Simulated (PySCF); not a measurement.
# One shape, several levels: InH2F (SMILES [H][In]([H])[F])

We compute a comparison of 6 runs (B2PLYP/STO-3G, B3LYP/STO-3G, PBE0/STO-3G, SVWN5/STO-3G, MP2/STO-3G, CISD/STO-3G) of InH2F. Input form: a Python script.

Program for the calculation: PySCF 2.14.0.

6 further runs of the same task are left out: 6 set aside as unsound or not needed.

## (1) The system as given

InH2F has 4 atoms, charge 0, and is taken as a singlet. As SMILES, `[H][In]([H])[F]`. One bond was lengthened or shortened from a relaxed shape.

Bond lengths: In1–F4 1.946 Å, In1–H2 2.032 Å, In1–H3 1.691 Å. Angles: H2–In1–F4 114.4°, H3–In1–F4 114.5°, H2–In1–H3 131.1°.

## (2) A single-point energy at B2PLYP/STO-3G (run 1)

input.py reads:

```python
from pyscf import gto, dft, mp

molecule = gto.M(
    atom='''
In      -0.267248       0.155553      -0.002944
H        1.751200      -0.073770       0.013580
H       -1.227868       1.547563      -0.021614
F       -1.265368      -1.514687       0.002706
''',
    basis='sto-3g',
    verbose=3,
    charge=0,
    spin=0,
    max_memory=1860,
)

mf = dft.RKS(molecule, xc='0.53*HF + 0.47*B88, 0.73*LYP')
mf.conv_tol = 1e-10
mf.grids.level = 5
mf.kernel()
if not mf.converged:
    mf = mf.newton().run(mf.mo_coeff, mf.mo_occ)

pt = mp.MP2(mf, frozen=19).run()
e_final = mf.e_tot + 0.27 * pt.e_corr
print('PT2 part  %.8f' % (0.27 * pt.e_corr))
print('E = %.10f Eh' % e_final)
```

Launch:

```
$ OMP_NUM_THREADS=1 python input.py
```

Log:

```text
converged SCF energy = -5783.79715520471
E(RMP2) = -5783.88710169044  E_corr = -0.0899464857268768
E(SCS-RMP2) = -5783.89345548246  E_corr = -0.096300277742353
PT2 part  -0.02428555
E = -5783.8214407559 Eh
```

Run time: 4.5 s. Hardware: 1 thread of Arm Neoverse V1, shared host; peak memory 0.26 GiB.

## (3) A single-point energy at B3LYP/STO-3G (run 2)

run.py reads:

```python
from pyscf import gto, dft

mol = gto.M(
    atom='''
In      -0.267248       0.155553      -0.002944
H        1.751200      -0.073770       0.013580
H       -1.227868       1.547563      -0.021614
F       -1.265368      -1.514687       0.002706
''',
    spin=0,
    verbose=4,
    max_memory=1860,
    basis='sto-3g',
)

mf = dft.RKS(mol)
mf.xc = 'b3lyp'
mf.conv_tol = 1e-10
mf.grids.level = 5
mf.kernel()
if not mf.converged:
    mf = mf.newton().run(mf.mo_coeff, mf.mo_occ)

energy = mf.e_tot
print('E(%s) = %.9f' % ('B3LYP', energy))
```

Launch:

```
$ OMP_NUM_THREADS=1 python run.py
```

Log:

```text
PySCF version 2.14.0

[INPUT] num. atoms = 4
[INPUT] num. electrons = 60
[INPUT] charge = 0
[INPUT] spin (= nelec alpha-beta = 2S) = 0
[INPUT] symmetry False subgroup None
[INPUT] Mole.unit = angstrom
[INPUT] Symbol           X                Y                Z      unit          X                Y                Z       unit  Magmom
[INPUT]  1 In    -0.267248000000   0.155553000000  -0.002944000000 AA   -0.505025527338   0.293952567854  -0.005563353711 Bohr   0.0
[INPUT]  2 H      1.751200000000  -0.073770000000   0.013580000000 AA    3.309288389338  -0.139405096209   0.025662480772 Bohr   0.0
[INPUT]  3 H     -1.227868000000   1.547563000000  -0.021614000000 AA   -2.320334237117   2.924470230510  -0.040844540456 Bohr   0.0
[INPUT]  4 F     -1.265368000000  -1.514687000000   0.002706000000 AA   -2.391198966789  -2.862343594439   0.005113598893 Bohr   0.0

nuclear repulsion = 151.166176477904
number of shells = 16
number of NR pGTOs = 102
number of NR cGTOs = 34
basis = sto-3g
ecp = {}

******** <class 'pyscf.dft.rks.RKS'> ********
method = RKS
initial guess = minao
damping factor = 0
level_shift factor = 0
DIIS = <class 'pyscf.scf.diis.CDIIS'>
diis_start_cycle = 1
diis_space = 8
diis_damp = 0
SCF conv_tol = 1e-10
SCF conv_tol_grad = None
SCF max_cycles = 50
direct_scf = True
direct_scf_tol = 1e-13
XC library pyscf.dft.libxc version 7.0.0
    S. Lehtola, C. Steigemann, M. J.T. Oliveira, and M. A.L. Marques.,  SoftwareX 7, 1–5 (2018)
XC functionals = b3lyp
    P. J. Stephens, F. J. Devlin, C. F. Chabalowski, and M. J. Frisch.,  J. Phys. Chem. 98, 11623 (1994)
radial grids:
    Treutler-Ahlrichs [JCP 102, 346 (1995); DOI:10.1063/1.469408] (M4) radial grids

becke partition: Becke, JCP 88, 2547 (1988); DOI:10.1063/1.454033
pruning grids: <function nwchem_prune>
grids dens level: 5
symmetrized grids: False
atomic radii adjust function: <function treutler_atomic_radii_adjust>
small_rho_cutoff = 0
Set gradient conv threshold to 1e-05
Initial guess from minao.
tot grids = 138288
init E= -5769.29766828604
  HOMO = -0.572619614463346  LUMO = -0.362146700440058  gap/eV = 5.72726
cycle= 1 E= -5784.28490254042  delta_E=  -15  |g|= 0.443  |ddm|= 2.16
  HOMO = 0.0698581032936306  LUMO = 0.143801653165664  gap/eV = 2.01211
cycle= 2 E= -5783.28114324064  delta_E=    1  |g|= 1.99  |ddm|= 2.93
  HOMO = -0.0799734030081967  LUMO = 0.101219628393418  gap/eV = 4.93051
cycle= 3 E= -5784.37912437654  delta_E= -1.1  |g|= 0.178  |ddm|= 2.01
  HOMO = -0.127011876209938  LUMO = 0.0711185256348476  gap/eV = 5.39140
cycle= 4 E= -5784.39500690679  delta_E= -0.0159  |g|= 0.0467  |ddm|= 0.42
  HOMO = -0.134188844744805  LUMO = 0.0747219237888256  gap/eV = 5.68475
cycle= 5 E= -5784.39614463493  delta_E= -0.00114  |g|= 0.0062  |ddm|= 0.101
  HOMO = -0.133092453466213  LUMO = 0.0749151375560524  gap/eV = 5.66017
cycle= 6 E= -5784.39616374239  delta_E= -1.91e-05  |g|= 0.000952  |ddm|= 0.0133
  HOMO = -0.13300316084101  LUMO = 0.0748910425338508  gap/eV = 5.65709
cycle= 7 E= -5784.39616430244  delta_E= -5.6e-07  |g|= 0.000182  |ddm|= 0.00263
  HOMO = -0.133025474974455  LUMO = 0.0748935915690725  gap/eV = 5.65777
cycle= 8 E= -5784.39616432268  delta_E= -2.02e-08  |g|= 4.39e-05  |ddm|= 0.000531
  HOMO = -0.133018115991525  LUMO = 0.0748928370909644  gap/eV = 5.65755
cycle= 9 E= -5784.3961643236  delta_E= -9.22e-10  |g|= 3.35e-06  |ddm|= 9.06e-05
  HOMO = -0.133018417352061  LUMO = 0.074892957110355  gap/eV = 5.65756
cycle= 10 E= -5784.39616432361  delta_E= -1.27e-11  |g|= 1.01e-07  |ddm|= 7e-06
  HOMO = -0.133018384406148  LUMO = 0.074892960858193  gap/eV = 5.65756
Extra cycle  E= -5784.39616432361  delta_E= 3.64e-12  |g|= 1.2e-07  |ddm|= 5.17e-07
converged SCF energy = -5784.39616432361
E(B3LYP) = -5784.396164324
```

Wall time 5.4 s (1 thread of Arm Neoverse V1, shared host); peak memory 0.26 GiB.

## (4) A single-point energy at PBE0/STO-3G (run 3)

input.py reads:

```python
from pyscf import gto, dft

mol = gto.M(
    atom='''
In  -0.267248   0.155553  -0.002944
H    1.751200  -0.073770   0.013580
H   -1.227868   1.547563  -0.021614
F   -1.265368  -1.514687   0.002706
''',
    charge=0,
    max_memory=1860,
    spin=0,
    verbose=3,
    basis='sto-3g',
)

myscf = dft.RKS(mol)
myscf.xc = 'pbe0'
myscf.conv_tol = 1e-10
myscf.grids.level = 5
myscf.kernel()
if not myscf.converged:
    myscf = myscf.newton().run(myscf.mo_coeff, myscf.mo_occ)

e_final = myscf.e_tot
print('E = %.10f Eh' % e_final)
```

Launch:

```
$ OMP_NUM_THREADS=1 python input.py
```

Log:

```text
converged SCF energy = -5784.04455160129
E = -5784.0445516013 Eh
```

Wall time 5.1 s (1 thread of Arm Neoverse V1, shared host); peak memory 0.26 GiB.

Runs 4 to 5 aren't shown in full; the table further down has their settings and results.

## (5) A single-point energy at CISD/STO-3G (run 6)

input.py reads:

```python
from pyscf import gto, ci

molecule = gto.Mole()
molecule.atom = 'In -0.267248 0.155553 -0.002944; H 1.751200 -0.073770 0.013580; H -1.227868 1.547563 -0.021614; F -1.265368 -1.514687 0.002706'
molecule.max_memory = 1860
molecule.verbose = 3
molecule.basis = 'sto-3g'
molecule.build()

mf = molecule.RHF()
mf.conv_tol = 1e-10
mf.kernel()
if not mf.converged:
    mf = mf.newton().run(mf.mo_coeff, mf.mo_occ)

cisd = ci.CISD(mf, frozen=19)
cisd.kernel()
energy = cisd.e_tot
print('E(%s) = %.9f' % ('CISD', energy))
```

Launch:

```
$ OMP_NUM_THREADS=1 python input.py
```

Log:

```text
converged SCF energy = -5782.02125781667
E(RCISD) = -5782.095886605295  E_corr = -0.07462878862155309
E(CISD) = -5782.095886605
```

Run time: 0.93 s. Hardware: 1 thread of Arm Neoverse V1, shared host; peak memory 0.12 GiB.

## (6) Overview of the runs

```
run          level  frozen core orbitals  integration grid   energy (Eh)  dipole moment (D) of the reference  HOMO energy (eV)  LUMO energy (eV)  wall time
  1  B2PLYP/STO-3G                    19                 5  -5783.821441                                0.78             -5.57              3.62      4.5 s
  2   B3LYP/STO-3G                     –                 5  -5784.396164                                0.36             -3.62              2.04      5.4 s
  3    PBE0/STO-3G                     –                 5  -5784.044552                                0.45             -3.88              2.33      5.1 s
  4   SVWN5/STO-3G                     –                 5  -5778.112564                                0.21             -2.03              1.19      2.6 s
  5     MP2/STO-3G                    19                 –  -5782.076201                                1.30             -7.96              5.97     0.89 s
  6    CISD/STO-3G                    19                 –  -5782.095887                                1.30             -7.96              5.97     0.93 s
```

## (7) Summary of results

```
                                           quantity           value
                                run 6: total energy  -5782.09589 Eh
        run 6: dipole moment (Hartree–Fock density)          1.30 D
         run 6: HOMO energy (Hartree–Fock orbitals)        -7.96 eV
         run 6: LUMO energy (Hartree–Fock orbitals)         5.97 eV
       run 6: HOMO–LUMO gap (Hartree–Fock orbitals)        13.93 eV
run 6: correlation energy (19 core orbitals frozen)       -74.6 mEh
```

Over runs 1, 2, 3, 4 the dipole moment (its size) runs from 0.21 D (SVWN5/STO-3G) to 0.78 D (B2PLYP/STO-3G). A double hybrid's value is that of its SCF part. Over runs 1, 2, 3, 4 the HOMO–LUMO gap runs from 3.22 eV (SVWN5/STO-3G) to 9.19 eV (B2PLYP/STO-3G). Totals of different functionals can't be ranked against each other. In runs 1, 2, 3, 4, 5, 6 the basis is minimal, so the values are rough. In runs 1, 2, 3, 4, 5, 6 relativity is left out where basis or elements ask for it. All runs together took 20 s, the longest 5.4 s.
